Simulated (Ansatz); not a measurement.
# WBrF4: the cost of one run

Program: Ansatz 0.2.0. Level of theory: DFT PBE, scalar-relativistic, plane waves, PAW. These are calculated values, not measurements.

1 further run of the same task is left out (set aside as unsound or not needed).

## 1. The starting structure

The structure is tetragonal, space group I422 (No. 97). The conventional cell has a = 5.885 Å, b = 5.885 Å, c = 4.863 Å, α = 90.00°, β = 90.00°, γ = 90.00°. W (site symmetry 422) has 2 Br at 2.43 Å and 8 F at 2.51 Å in its first shell of neighbours. Br (site symmetry 422) is surrounded by 2 W at 2.43 Å. F (site symmetry 2) is surrounded by 2 W at 2.51 Å and 2 Br at 2.51 Å.

Coordinates:

```cif
data_structure
_symmetry_space_group_name_H-M 'P 1'
_symmetry_Int_Tables_number 1
_cell_length_a 4.8195
_cell_length_b 4.8195
_cell_length_c 4.8195
_cell_angle_alpha 104.747
_cell_angle_beta 104.747
_cell_angle_gamma 119.399
_cell_volume 84.20
loop_
_atom_site_label
_atom_site_type_symbol
_atom_site_fract_x
_atom_site_fract_y
_atom_site_fract_z
_atom_site_occupancy
W1 W 0.00000 0.00000 0.00000 1
Br1 Br 0.50000 0.50000 0.00000 1
F1 F 0.91399 0.41399 0.82798 1
F2 F 0.58601 0.08601 0.17202 1
F3 F 0.08601 0.91399 0.50000 1
F4 F 0.41399 0.58601 0.50000 1
```

The cell is invented: species swapped into a database cell of MnCoSn4 (I422, No. 97), with Br on the Mn sites, W on the Co sites and F on the Sn sites. The dimensions are guesses.

## 2. The guess as it stands, on a coarse mesh

Input file input.yaml:

```yaml
crystal:
  lattice:
    - [-2.94233371, 2.94233371, 2.43160435]
    - [2.94233371, -2.94233371, 2.43160435]
    - [2.94233371, 2.94233371, -2.43160435]
  atoms:
    - { symbol: W, position: [0.0, 0.0, 0.0] }
    - { symbol: Br, position: [0.5, 0.5, 0.0] }
    - { symbol: F, position: [0.91399249, 0.41399249, 0.82798499] }
    - { symbol: F, position: [0.58600751, 0.08600751, 0.17201501] }
    - { symbol: F, position: [0.08600751, 0.91399249, 0.5] }
    - { symbol: F, position: [0.41399249, 0.58600751, 0.5] }
basis:
  ecutwfc: 420
kpoints:
  mp_grid: { grid: [4, 4, 4] }
hamiltonian:
  xc: pbe
scf:
  occupations: { method: gaussian, width: 0.1 }
  lower_state_search: "off"
output:
  forces: true
  stress: true
  eigenvalues: true
```

Started as:

```bash
ansatz run input.yaml --threads 1 --pin off --max-ram 2560MiB --backend cpu --events-out ev --progress --plain --runs-dir out
```

**Question.** How long does this run take on 1 thread of AMD EPYC (Zen 3), shared host, and how much memory does it need?

About 4.5 s, with a peak of 0.35 GiB.
